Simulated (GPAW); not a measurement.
Crystal: Ir3Rh.

```
Ir Rh
1.0
     3.84034    0.00000    0.00000
     0.00000    3.84034    0.00000
     0.00000    0.00000    3.84034
Ir Rh
3 1
Direct
  0.50000 0.50000 0.00000
  0.00000 0.50000 0.50000
  0.50000 0.00000 0.50000
  0.00000 0.00000 0.00000
```

The cell comes from a database or a generator and needn't be the stable form of this composition.

Base run:

- Program: GPAW 26.7.0
- Functional: PBEsol
- Potentials or basis: PAW data sets generated in the run's folder for this functional
- Cutoff: 600 eV
- Basis: pw
- k mesh: 7 × 7 × 7
- Occupations: fermi-dirac, width 0.05 eV
- Spin: no spin polarisation

Its results: pressure -6.3 GPa.

**Question.** The run is repeated on the same cell with these changes: functional from PBEsol to LDA; potentials or basis from PAW data sets generated in the run's folder for this functional to the program's PAW data sets (release 1.2.1) made for this functional. What comes out?

**Answer.** Pressure -13.0 GPa.

Not every run made on this cell is shown here.
